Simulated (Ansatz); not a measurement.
# Ca (Im-3m): equation of state with a fit, by script

Where is the equilibrium volume of Ca (Im-3m), and how stiff is it? A script is to give an equation of state with a fit; the system is Ca (Im-3m).

The COD cell was measured well above room temperature, so it is larger than a cold one.

Program: Ansatz 0.2.0, driven from Python. Level of theory: DFT r2SCAN, plane waves, PAW. These are calculated values, not measurements.

**1. Starting point**

It takes space group Im-3m (No. 229, cubic). Conventional cell: a = 4.480 Å, b = 4.480 Å, c = 4.480 Å, α = 90.00°, β = 90.00°, γ = 90.00°. Ca (site symmetry m-3m) is surrounded by 8 Ca at 3.88 Å.

No structure file is read: the coordinates are typed or built in the script.

**2. Script**

Contents of ca.py:

```python
"""Bulk modulus of Ca from an E(V) curve."""

import ansatz as az
import numpy as np

VECTORS = np.array([
    [-2.24, 2.24, 2.24],
    [2.24, -2.24, 2.24],
    [2.24, 2.24, -2.24],
])
SITES = [
    ("Ca", (0.0, 0.0, 0.0)),
]


def make_crystal(cell):
    crystal = az.Crystal(lattice=az.Lattice.of(cell))
    for symbol, position in SITES:
        crystal = crystal.atom(symbol, position)
    return crystal


def main() -> None:
    # scale the volume, keep shape and fractions
    volumes, energies, pressures = [], [], []
    for scale in np.linspace(0.9, 1.1, 9):
        cell = VECTORS * scale ** (1 / 3)
        calculation = (
            make_crystal(cell).calculation()
            .functional(az.Functional.R2SCAN)
            .basis(21 * az.Ha)
            .occupations(az.OccupationsMethod.COLD, width=0.15)
            .kpoints(7, 7, 7)
            .stress()
        )
        report = calculation.run().report
        volumes.append(abs(np.linalg.det(cell)) / len(SITES))
        energies.append(report["free_energy_ev"] / len(SITES))
        pressures.append(np.trace(report["stress_gpa"]) / 3)
        print(f"V = {volumes[-1]:8.4f} A^3/atom  F = {energies[-1]:.5f} eV/atom  P = {pressures[-1]:8.3f} GPa")

    # third-order Birch-Murnaghan: a cubic in V^(-2/3)
    x = np.array(volumes) ** (-2 / 3)
    poly = np.polynomial.Polynomial.fit(x, energies, 3).convert()
    roots = poly.deriv().roots()
    x0 = min((r.real for r in roots if abs(r.imag) < 1e-9 and poly.deriv(2)(r.real) > 0), key=lambda r: abs(r - x.mean()))
    v0 = x0 ** -1.5
    b0 = 4 / 9 * poly.deriv(2)(x0) * v0 ** (-7 / 3) * 160.21766
    b1 = 4 + 2 / 3 * x0 * poly.deriv(3)(x0) / poly.deriv(2)(x0)
    print(f"V0 = {v0:.4f} A^3/atom, B0 = {b0:.1f} GPa, dB/dP = {b1:.2f}")


if __name__ == "__main__":
    main()
```

**3. The input behind the calls**

The engine receives this input (first run):

```yaml
crystal:
  lattice:
    - [-2.162696221516611, 2.162696221516611, 2.162696221516611]
    - [2.162696221516611, -2.162696221516611, 2.162696221516611]
    - [2.162696221516611, 2.162696221516611, -2.162696221516611]
  atoms:
    - { symbol: Ca, position: [0.0, 0.0, 0.0] }
basis:
  ecutwfc: 571.4391111657479
kpoints:
  mp_grid:
    grid: [7, 7, 7]
hamiltonian:
  xc: r2scan
scf:
  occupations:
    method: cold
    width: 0.15
output:
  stress: true
```

**4. Launch**

The run is started by

```bash
python ca.py
```

**Question.** Estimate the equilibrium volume and the bulk modulus.

As calculated:

| quantity | value |
| --- | --- |
| runs compared | 9 |
| range of energy | 37.25 meV/atom |
| lowest point, volume (Å³/atom) | 43.834 |
| equilibrium volume (fit) | 43.55 Å³/atom |
| bulk modulus (fit) | 18 GPa |

In words: A third-order Birch-Murnaghan fit through the 9 points has its minimum at 43.55 Å³ an atom, 3.1 % below the typed cell, with a bulk modulus of 18 GPa and dB/dP = 2.7. From that minimum the energy rises by 13.2 meV an atom on the compressed side and 37.3 meV on the expanded side. For a metal this k-point mesh is coarse: on a finer one energies can move by several to tens of meV an atom and pressures by half a GPa or more, differences at one mesh by less. Of the deposited cell: it was measured well above room temperature. Pressure is positive in compression. This isn't the structure that Ca takes at ambient conditions.
